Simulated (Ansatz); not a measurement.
# SiH2I+ (SMILES [SiH2+]I): functionals against CCSD(T) at one geometry

One table from this session's results is given with a row withheld; the runs are named, their logs left out.

Computed with Ansatz 0.2.0, Gaussian basis. Level: single points in def2-TZVPP.

Correlated methods freeze the cores. Filled d shells of the heavier atoms are correlated. Core potentials replace the inner electrons past krypton, and spin-orbit coupling is left out.

### Where the work starts

SMILES `[SiH2+]I`, 4 atoms, charge 1, spin multiplicity 1.

Atoms are counted from 1 here; the program's logs count them from 0.

Bond lengths: Si1–I2 2.356 Å, Si1–H3 1.297 Å, Si1–H4 1.392 Å. Angles: I2–Si1–H3 114.9°, I2–Si1–H4 115.8°, H3–Si1–H4 128.7°.

Geometry (Å):

```
atom    x (Å)    y (Å)    z (Å)
 Si1  -0.2494   0.0735  -0.0255
  I2   1.9019  -0.4550   0.7754
  H3  -1.1986  -0.6974   0.4077
  H4  -0.3021   1.0407  -1.0258
```

Set-up of the first run:

Contents of run/in.yaml:

```yaml
crystal:
  periodic: [false, false, false]
  atoms:
    - {symbol: Si, position_ang: [-0.249400, 0.073500, -0.025500]}
    - {symbol: I, position_ang: [1.901900, -0.455000, 0.775400]}
    - {symbol: H, position_ang: [-1.198600, -0.697400, 0.407700]}
    - {symbol: H, position_ang: [-0.302100, 1.040700, -1.025800]}
basis:
  gaussian: {orbitals: def2-TZVPP}
total_charge: 1
correlation: {method: ccsd_t}
output: {forces: true}
```

No record of the launch command was kept for these runs.

Among the steps run: CCSD(T)/def2-TZVPP; PBE0-D4/def2-TZVPP; wB97M-V/def2-TZVPP; r2SCAN-D4/def2-TZVPP; PBE-D4/def2-TZVPP; BLYP-D4/def2-TZVPP; B97M-V/def2-TZVPP.

One of the session's tables, all rows but one given; the rest of the session is left out.

```
   method  RMS force component (eV/Å)  angle to CCSD(T) forces (°)
  CCSD(T)                       2.079                    reference
  PBE0-D4                       2.124                          1.1
  wB97M-V                       2.056                          1.8
r2SCAN-D4                       2.088                          1.2
   PBE-D4                       2.111                          4.3
  BLYP-D4                       1.996                          6.4
   B97M-V                           ?                            ?
```

Q: Estimate the row for B97M-V from the others.

**Answer.** RMS force component (eV/Å): 1.985; angle to CCSD(T) forces (°): 0.4. In the column «RMS force component (eV/Å)» it is the lowest.
